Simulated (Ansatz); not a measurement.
This script makes an equation of state with a fit of NaMgF3, space group Pm-3m with the Ansatz DFT code, driven from Python.

The script, `eos_namgf3.py`:
```python
"""Energy against volume for NaMgF3, with a fit."""

from dataclasses import dataclass
import logging
import sys
import warnings

import ansatz as az
import numpy as np

logging.basicConfig(stream=sys.stdout, format="[%(levelname)s] %(message)s")
log = logging.getLogger("run")
log.setLevel(logging.INFO)


@dataclass(frozen=True)
class RunConfig:
    functional: str = "pbesol"
    scf_tol: float = 1e-09
    mesh: tuple[int, ...] = (6, 6, 6)


cfg = RunConfig()

vectors0 = np.array([
    [3.876, 0.0, 0.0],
    [0.0, 3.876, 0.0],
    [0.0, 0.0, 3.876],
])
sites = [
    ("Na", (0.0, 0.0, 0.0)),
    ("Mg", (0.5, 0.5, 0.5)),
    ("F", (0.5, 0.5, 0.0)),
    ("F", (0.0, 0.5, 0.5)),
    ("F", (0.5, 0.0, 0.5)),
]


def make_crystal(cell):
    crystal = az.Crystal(lattice=az.Lattice.of(cell))
    for symbol, position in sites:
        crystal = crystal.atom(symbol, position)
    return crystal

warnings.simplefilter("ignore", az.DeckWarning)

# scale the volume, keep shape and fractions
volumes, energies, pressures = [], [], []
for scale in np.linspace(0.95, 1.07, 5):
    cell = vectors0 * scale ** (1 / 3)
    model = (
        make_crystal(cell).calculation()
        .functional(cfg.functional)
        .basis(16 * az.Ha)
        .occupations(az.OccupationsMethod.FIXED)
        .scf(tolerance=cfg.scf_tol)
        .kpoints(*cfg.mesh)
        .stress()
    )
    data = model.run(threads=1).report
    volumes.append(abs(np.linalg.det(cell)) / len(sites))
    energies.append(data["free_energy_ev"] / len(sites))
    pressures.append(np.trace(data["stress_gpa"]) / 3)
    log.info(f"V = {volumes[-1]:8.4f} A^3/atom  F = {energies[-1]:.5f} eV/atom  P = {pressures[-1]:8.3f} GPa")

# third-order Birch-Murnaghan: a cubic in V^(-2/3)
x = np.array(volumes) ** (-2 / 3)
poly = np.polynomial.Polynomial.fit(x, energies, 3).convert()
roots = poly.deriv().roots()
x0 = min((r.real for r in roots if abs(r.imag) < 1e-9 and poly.deriv(2)(r.real) > 0), key=lambda r: abs(r - x.mean()))
v0 = x0 ** -1.5
b0 = 4 / 9 * poly.deriv(2)(x0) * v0 ** (-7 / 3) * 160.21766
b1 = 4 + 2 / 3 * x0 * poly.deriv(3)(x0) / poly.deriv(2)(x0)
log.info(f"V0 = {v0:.4f} A^3/atom, B0 = {b0:.1f} GPa, dB/dP = {b1:.2f}")
```

Its results, one of them left out:

| V (Å³/atom) | F less the lowest row shown (meV/atom) |
| --- | --- |
| 11.064 | ? |
| 11.413 | 5.03 |
| 11.763 | 0.00 |
| 12.112 | 0.07 |
| 12.461 | 4.48 |

What is the missing energy at 11.064 Å³ an atom?

A third-order Birch-Murnaghan fit, E = E0 + (9 V0 B0 / 16) [(t - 1)³ B' + (t - 1)² (6 - 4t)] with t = (V0/V)^(2/3), through the 4 rows shown gives V0 = 11.930 Å³, B0 = 73.8 GPa, B' = 4.54 and E0 = -0.55 meV. At V = 11.064 Å³, t = 1.05151, and the fit extrapolates to 16.08 meV. The run gave 16.05 meV, a miss of 0.03 meV.

The program warned that this SCF threshold is loose for forces or stresses. Of the deposited cell: it was measured well above room temperature. Pressure is positive in compression. The starting cell is as deposited in a crystallographic database; the results hold for this polymorph, which needn't be the stable one. The script silences the warnings on its input, which a real study should read. By the engine's processor time: 5.6 s on 1 thread of Intel(R) Xeon(R) Processor @ 2.30GHz, on a shared host, peak memory 0.5 GiB.
